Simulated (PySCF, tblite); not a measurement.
# C₄H₅N₂SeSi radical: geometry, infrared bands and EPR parameters

What infrared bands and EPR parameters should C₄H₅N₂SeSi radical (`[CH]1C[SiH]1c1cn[se]n1`) show?

Computed with tblite 0.8.0 and PySCF 2.14.0, with density-fitted response routines of our own, on a single molecule in the gas phase. Atoms count from 0, in the outputs and in this text.

**1. Starting geometry**

13 atoms, charge 0, multiplicity 2; geometry from: force field or distance geometry start.

Bonds of the start (Å): C0–C1 1.52, C1–Si2 1.84, Si2–C3 1.86, C3–C4 1.36, C4–N5 1.31, N5–Se6 1.70, Se6–N7 1.82, Si2–C0 1.85, N7–C3 1.32, C0–H8 1.11, C1–H9 1.11, C1–H10 1.12, Si2–H11 1.46, C4–H12 1.11.

**2. Optimising the geometry with GFN2-xTB**

What the job is given:

```
{"job": {"kind": "relax", "xc": "GFN2-xTB", "basis": "xTB"}, "charge": 0, "multiplicity": 2}
C     -1.754300     0.248100     1.065300
C     -2.130800    -0.694100    -0.065500
Si    -0.827500     0.526200    -0.506000
C      0.975500     0.070200    -0.432400
C      1.846400     0.727800     0.377500
N      3.087300     0.300900     0.335500
Se     3.240900    -1.008900    -0.736100
N      1.464900    -0.930800    -1.135100
H     -1.214300    -0.137200     1.949400
H     -1.919600    -1.775900     0.073500
H     -3.122500    -0.529000    -0.564800
H     -1.186900     1.618800    -1.399000
H      1.536400     1.584400     1.020100
```

The run is started by

```
> OMP_NUM_THREADS=1 python probes_run.py task.json out
```

The driver reads the jobs from task.json and runs them one after another.

**Question.** This job is followed by: GFN2-xTB harmonic vibrations, gas phase; UKS B3LYP, def2-TZVP-core on Se, pcH-1 on C H N Si, non-relativistic, mean-field spin-orbit, GIAO. Predict these results of the whole session: strongest single infrared mode (GFN2-xTB); zero-point energy (GFN2-xTB); g(iso) (B3LYP); ⟨S²⟩; largest a(iso); potential on the surface of density 0.002 e/bohr³, 1st and 99th percentile.

As calculated:

```
                                                                  quantity                    value
                                 strongest single infrared mode (GFN2-xTB)    2338 cm⁻¹, 213 km/mol
                                              zero-point energy (GFN2-xTB)            49.9 kcal/mol
                                                            g(iso) (B3LYP)                  2.00349
                                                                      ⟨S²⟩       0.768 (exact 0.75)
                                                            largest a(iso)  29Si on Si2, -122.2 MHz
potential on the surface of density 0.002 e/bohr³, 1st and 99th percentile       -1.37 V and 1.24 V
```

What this shows: The optimisation took 164 steps and gained 1.891 eV; among the close pairs (by a distance rule), C1–Si2 changed most, from 1.839 to 2.818 Å. The frame itself reshapes: C1···Si2 goes from 1.84 to 2.82 Å. All 33 modes are real, so the xTB geometry is a minimum. The strongest single mode, at 2338 cm⁻¹, moves mainly H11. GFN2-xTB is a fitted tight-binding method: band positions and strengths are rough. Its intensities can rank the bands wrongly. The structure rearranged or came apart on optimisation; the results belong to the end geometry, not to the formula as drawn. The largest share of the spin, 0.80 e, sits on Si2. The isotropic g lies 1.2 ppt above the free-electron value. The hyperfine terms hold no scalar relativity, which the heavier nuclei need. The conformer search found further structures of the same energy, which may be mirror or relabelled copies of this one.
